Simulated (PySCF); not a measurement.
# C3H4BrFOSi: the cost of one run

The runs use PySCF 2.14.0, with density-fitted response routines of our own; the level of theory stands in each step. All values are computed, except where a source is named. Atoms count from 0, in the outputs and in this text.

## (1) The starting structure

11 atoms, charge 0, multiplicity 1; geometry from: GFN2-xTB.

Bonds of the start (Å): O0–C1 1.19, C1–Br2 1.98, C1–C3 1.44, C3–Si4 1.91, C3–C5 1.33, C5–F6 1.33, Si4–H7 1.46, Si4–H8 1.46, Si4–H9 1.46, C5–H10 1.09.

## (2) Ultraviolet spectrum: B3LYP/def2-SVPD

The job: settings as JSON, then the geometry in Å.

```
{"job": {"kind": "uv", "xc": "B3LYP", "basis": "def2-SVPD", "nstates": 8, "ntriplets": 3}, "charge": 0, "multiplicity": 1}
O     -1.310882    -1.845872    -0.327091
C     -1.335899    -0.698004    -0.027035
Br    -3.111551     0.084811     0.384012
C     -0.204194     0.186178     0.069014
Si     1.428093    -0.719692    -0.350621
C     -0.313217     1.468558     0.408246
F      0.749541     2.258405     0.487502
H      2.489942     0.271690    -0.217838
H      1.286750    -1.202020    -1.720758
H      1.555028    -1.801738     0.620526
H     -1.228186     2.000354     0.648079
```

Method: TDDFT B3LYP/def2-SVPD, vertical, gas phase, core orbitals frozen in the response.

Command:

```console
> OMP_NUM_THREADS=1 python probes_run.py task.json out
```

This one command runs all jobs of the session in turn.

Q: Estimate the wall time and peak memory of this job on 1 thread of Arm Neoverse V1, shared host.

About 35 s, with a peak of 0.87 GiB.
